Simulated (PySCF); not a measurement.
# BBrH7NSi2: the cost of one run

Computed with PySCF 2.14.0, with density-fitted response routines of our own, on a single molecule, in the gas phase or a continuum. Atoms count from 0, in the outputs and in this text.

## (1) The starting structure

12 atoms, charge 0, multiplicity 1; geometry from: GFN2-xTB. The atoms were then displaced at random by about 0.01 Å, so the start is not that level's minimum.

Bonds of the start (Å): B0–N1 1.39, N1–Si2 1.78, N1–Si3 1.77, Si3–Br4 2.20, B0–H5 1.17, B0–H6 1.19, Si2–H7 1.46, Si2–H8 1.49, Si2–H9 1.43, Si3–H10 1.42, Si3–H11 1.47.

## (2) Optimising the geometry at PBE0-D3(BJ)/def2-SVP

Job settings and geometry (Å):

```
{"job": {"xc": "PBE0", "basis": "def2-SVP", "d3": "d3bj", "grid": 1, "shake": 0.01, "kind": "geom"}, "charge": 0, "multiplicity": 1}
B      0.107980     1.657860    -0.396830
N     -0.017410     0.321670    -0.046640
Si    -1.532670    -0.592080    -0.222930
Si     1.385710    -0.517230     0.626650
Br     2.015800    -2.049280    -0.823780
H      1.095140     2.257510    -0.239180
H     -0.831530     2.228300    -0.854800
H     -1.190530    -1.793980    -0.983530
H     -1.929880    -0.925510     1.170190
H     -2.473830     0.260080    -0.887690
H      2.470120     0.370520     0.822790
H      0.940780    -1.246140     1.826710
```

Run with:

```console
$ OMP_NUM_THREADS=1 python probes_run.py task.json out
```

The driver reads the jobs from task.json and runs them one after another.

Q: Estimate the wall time and peak memory of this first job on 1 thread of Intel Xeon 6975P-C, shared host.

About 75 s, with a peak of 0.53 GiB.
